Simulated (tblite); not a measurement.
# CBrS2: the cost of one run

Computed with tblite 0.8.0 and PySCF 2.14.0; each step states its level. No surroundings beyond the atoms listed, unless a continuum is named. Atoms count from 0, parts from 1.

## 1. The system as given

4 atoms, charge -1, multiplicity 1; geometry: rigid parts in contact. Parts: 1 = atoms 0–2, `S=C=S`, charge 0; 2 = atom 3, `[Br-]`, charge -1.

## 2. Bringing the parts together with GFN2-xTB

What the job is given:

```
{"job": {"kind": "dock", "xc": "GFN2-xTB", "basis": "xTB"}, "charge": -1, "multiplicity": 1, "parts": [{"atoms": "0-2", "charge": 0, "multiplicity": 1}, {"atoms": "3-3", "charge": -1, "multiplicity": 1}]}
S      1.550115     0.002559    -0.002616
C     -0.000026    -0.000038    -0.000065
S     -1.550088    -0.002521     0.002680
Br    -2.860389    -1.487449    -1.838793
```

With the program's defaults for keys left out, this is: GFN2-xTB search for minima from random contacts, gas phase.

Started as:

```
OMP_NUM_THREADS=1 python cluster_run.py task.json out
```

This one command runs all jobs of the session in turn.

Q: Estimate the wall time of this first job on 1 thread of Arm Neoverse N1, shared host.

About 1.3 s.
